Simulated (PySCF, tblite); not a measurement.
**C4H9AlO: geometry, infrared bands and NMR shifts**

What infrared bands and NMR shifts should C4H9AlO (`CO/C=[C](\C)[AlH2]`) show?

The runs use tblite 0.8.0 and PySCF 2.14.0, with density-fitted response routines of our own; the level of theory stands in each step. All values are computed, except where a source is named. Atoms are numbered from 0 throughout.

### 1 The starting structure

15 atoms, charge 0, multiplicity 1; geometry from: force field or distance geometry start.

Bonds of the start (Å): C0–O1 1.44, O1–C2 1.39, C2–C3 1.35, C3–C4 1.49, C3–Al5 1.99, C0–H6 1.11, C0–H7 1.11, C0–H8 1.11, C2–H9 1.08, C4–H10 1.12, C4–H11 1.10, C4–H12 1.12, Al5–H13 1.60, Al5–H14 1.60.

### 2 Optimising the geometry with GFN2-xTB

Job settings and geometry (Å):

```
{"job": {"kind": "relax", "xc": "GFN2-xTB", "basis": "xTB"}, "charge": 0, "multiplicity": 1}
C      2.708900    -0.497200    -0.317900
O      1.433400     0.161700    -0.340600
C      0.293400    -0.483000     0.132000
C     -0.895800     0.155100     0.100200
C     -1.021100     1.550100    -0.398300
Al    -2.513900    -0.795600     0.768600
H      3.471000     0.195800    -0.727800
H      2.980700    -0.763800     0.728000
H      2.667400    -1.411600    -0.945700
H      0.347200    -1.495600     0.509200
H     -0.698900     1.592700    -1.468800
H     -0.388400     2.229500     0.200900
H     -2.075100     1.908900    -0.335800
H     -2.384900    -2.290000     1.318500
H     -3.928500    -0.049200     0.755500
```

Launch:

```sh
OMP_NUM_THREADS=1 python probes_run.py task.json out
```

The driver reads the jobs from task.json and runs them one after another.

**Question.** This job is followed by: GFN2-xTB harmonic vibrations, gas phase; GIAO PBE0/pcSseg-1 NMR shielding, non-relativistic, gas phase. Predict these results of the whole session: strongest single infrared mode (GFN2-xTB); zero-point energy (GFN2-xTB); ¹³C shifts against TMS (PBE0/pcSseg-1); ¹H shifts against TMS (PBE0/pcSseg-1, means over atoms taken as alike); ¹⁷O shifts against H2O (PBE0/pcSseg-1); ²⁷Al shifts against AlH4- (PBE0/pcSseg-1).

**Answer**, as computed:

```
                                                              quantity                         value
                             strongest single infrared mode (GFN2-xTB)          783 cm⁻¹, 433 km/mol
                                          zero-point energy (GFN2-xTB)                 69.8 kcal/mol
                                ¹³C shifts against TMS (PBE0/pcSseg-1)  173.1, 133.1, 59.6, 14.6 ppm
¹H shifts against TMS (PBE0/pcSseg-1, means over atoms taken as alike)    6.67, 5.21, 3.87, 2.08 ppm
                                ¹⁷O shifts against H2O (PBE0/pcSseg-1)                     129.9 ppm
                             ²⁷Al shifts against AlH4- (PBE0/pcSseg-1)                     197.6 ppm
```

The optimisation took 69 steps and gained 0.185 eV; among the close pairs (by a distance rule), Al5–H14 changed most, from 1.599 to 1.551 Å. No mode is imaginary among the 39: a minimum at this level. The strongest single mode, at 783 cm⁻¹, moves mainly H13 and H14. GFN2-xTB is a fitted tight-binding method: band positions and strengths are rough. Its intensities can rank the bands wrongly. C2 (alkene carbon bearing oxygen) lies farthest downfield among carbon, at 173.1 ppm; an sp2 carbon further deshielded by the attached heteroatom. The most deshielded hydrogen is H9 (hydrogen on an alkene carbon bearing oxygen), at 6.67 ppm: attached to an sp2 carbon and in the plane of the double bond. At PBE0/pcSseg-1: Shielding is most anisotropic at O1 (span 229 ppm, paramagnetic term -192 ppm).
